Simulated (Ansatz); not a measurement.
**EuOs (CsCl type): a single-point run**

Aim: a sound single-point run of EuOs (CsCl type). The structure is shown as the input types it.

Computed with Ansatz 0.2.0 (DFT PBE+U, scalar-relativistic, plane waves, PAW, unless a step's input says otherwise).

1 further run of the same task is left out (it didn't finish).

**1. The structure to begin with**

It takes space group Pm-3m (No. 221, cubic). Conventional cell: a = 3.522 Å, b = 3.522 Å, c = 3.522 Å, α = 90.00°, β = 90.00°, γ = 90.00°. Eu (site symmetry m-3m) is surrounded by 8 Os at 3.05 Å. Os (site symmetry m-3m) has 8 Eu at 3.05 Å as nearest neighbours.

Structure file:

```cif
data_structure
_symmetry_space_group_name_H-M 'Pm-3m'
_symmetry_Int_Tables_number 221
_cell_length_a 3.5223
_cell_length_b 3.5223
_cell_length_c 3.5223
_cell_angle_alpha 90.000
_cell_angle_beta 90.000
_cell_angle_gamma 90.000
_cell_volume 43.70
loop_
_atom_site_label
_atom_site_type_symbol
_atom_site_symmetry_multiplicity
_atom_site_Wyckoff_symbol
_atom_site_fract_x
_atom_site_fract_y
_atom_site_fract_z
_atom_site_occupancy
Eu1 Eu 1 a 0.00000 0.00000 0.00000 1
Os1 Os 1 b 0.50000 0.50000 0.50000 1
```

**2. The calculation**

input.yaml reads:

```yaml
crystal:
  lattice:
    - [3.5222788475, 0.0, 0.0]
    - [0.0, 3.5222788475, 0.0]
    - [0.0, 0.0, 3.5222788475]
  atoms:
    - { symbol: Eu, position: [0.0, 0.0, 0.0], spin: 7.0 }
    - { symbol: Os, position: [0.5, 0.5, 0.5] }
basis:
  ecutwfc: 420
  Ecutrho_ratio: 4
kpoints:
  mp_grid: { grid: [8, 8, 8] }
hamiltonian:
  xc: pbe
  hubbard: { sites: [{ species: Eu, l: f, u_eff: 6.0 }] }
scf:
  occupations: { method: gaussian, width: 0.05 }
  max_iter: 75
output:
  forces: true
  stress: true
magnetization:
  spin_polarized: true
```

Launch:

```sh
$ ansatz run input.yaml --threads 2 --pin off --max-ram 2662MiB --backend cpu --events-out ev --progress --plain --runs-dir out
```

What happens when this is run?

Nothing was computed: the input was turned down at the start. It says: «line 11 column 3: unknown field `Ecutrho_ratio`, expected one of ecutwfc, ecutrho_ratio, smooth_cutoff_half_width, xc_grid, low_memory, ...»

Look at the input: basis.Ecutrho_ratio is 4. A key is misspelt, and the program accepts no key that it doesn't know.

Fix: write the keyword in its listed form.
